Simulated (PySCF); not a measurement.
**A diatomic session: SeH**

One job finds the state of SeH, follows it along the bond with each method and fits the curves.

Program: PySCF 2.14.0. Level of theory: H cc-pVTZ, Se cc-pVTZ-PP with ECP10, scalar-relativistic core potentials. These are calculated values, not measurements.

## (1) The job

A driver script around PySCF takes these settings:

```yaml
atoms: H, Se
charge: 0
basis: H cc-pVTZ, Se cc-pVTZ-PP with ECP10
Hamiltonian: scalar-relativistic core potentials
basis_functions: 53
electrons_treated: 25
masses_in_u: 1.0078, 79.9165
levels: PBE0, PBE, r²SCAN, M06-2X, M06-L, LDA, LC-ωPBE, HF, MP2, SCS-MP2, CCSD, CCSD(T)
grid: 80 radial by 434 angular points
occupations: held fixed by the projection of orbital angular momentum
dissociation_limit: H + Se, each in its ground configuration
starting_distance_in_angstrom: 1.435
values_of_2S_to_try: 1, 3
```

Command:

```
> OMP_NUM_THREADS=1 python dia.py task.json out
```

After this run come: PBE0 along the bond; Higher solutions at PBE0; PBE (GGA); r²SCAN; M06-2X; M06-L; LDA; LC-ωPBE; UHF; Correlated methods on the Hartree–Fock reference.

**Question.** What will these runs give? Wanted: for each run, Re; ωe; De; μ.

As calculated:

Lowest PBE0 solution found, without spin–orbit coupling: ²Π (doublet), unpaired electrons π ↑. The other levels ran on it alone.

| level | Re (Å) | ωe (cm⁻¹) | De (eV) | μ (D) |
| --- | --- | --- | --- | --- |
| UHF | 1.455 | 2548 | 2.22 | -0.60 |
| UHF-MP2 | 1.451 | 2537 | 3.21 | n/a |
| UHF-SCS-MP2 | 1.454 | 2512 | 3.28 | n/a |
| UHF-CCSD | 1.458 | 2472 | 3.28 | n/a |
| UHF-CCSD(T) | 1.460 | 2454 | 3.32 | n/a |
| LDA | 1.483 | 2340 | 3.90 | -0.55 |
| PBE | 1.485 | 2329 | 3.38 | -0.47 |
| r²SCAN | 1.469 | 2409 | 3.40 | -0.54 |
| M06-L | 1.470 | 2424 | 3.36 | -0.49 |
| PBE0 | 1.471 | 2422 | 3.32 | -0.53 |
| M06-2X | 1.469 | 2445 | 3.18 | -0.54 |
| LC-ωPBE | 1.462 | 2501 | 3.25 | -0.56 |

De is counted to H + Se in their ground configurations. A positive dipole means H(−)Se(+).

Differences from CCSD(T) in the same basis:

| level | Re (mÅ) | ωe (%) |
| --- | --- | --- |
| UHF | -5 | +3.8 |
| UHF-MP2 | -9 | +3.4 |
| UHF-SCS-MP2 | -6 | +2.4 |
| UHF-CCSD | -2 | +0.7 |
| LDA | +22 | -4.7 |
| PBE | +25 | -5.1 |
| r²SCAN | +9 | -1.8 |
| M06-L | +10 | -1.2 |
| PBE0 | +11 | -1.3 |
| M06-2X | +9 | -0.4 |
| LC-ωPBE | +1 | +1.9 |

**Reading.** Against CCSD(T) in the same basis, the bond length is nearest at LC-ωPBE (+1 mÅ) and farthest at PBE (+25 mÅ); the wavenumber is nearest at M06-2X (-0.4 %) and farthest at PBE (-5.1 %). Hartree–Fock falls on the short and stiff side, its usual fault. PBE has the long and soft bond that GGAs tend to give. Of the levels with a De here, UHF gives the least (2.22 eV) and LDA the most (3.90 eV).

Correlated steps freeze 4 core orbitals. At some levels the lowest empty orbital lies below the highest filled one (the two can be of opposite spin).
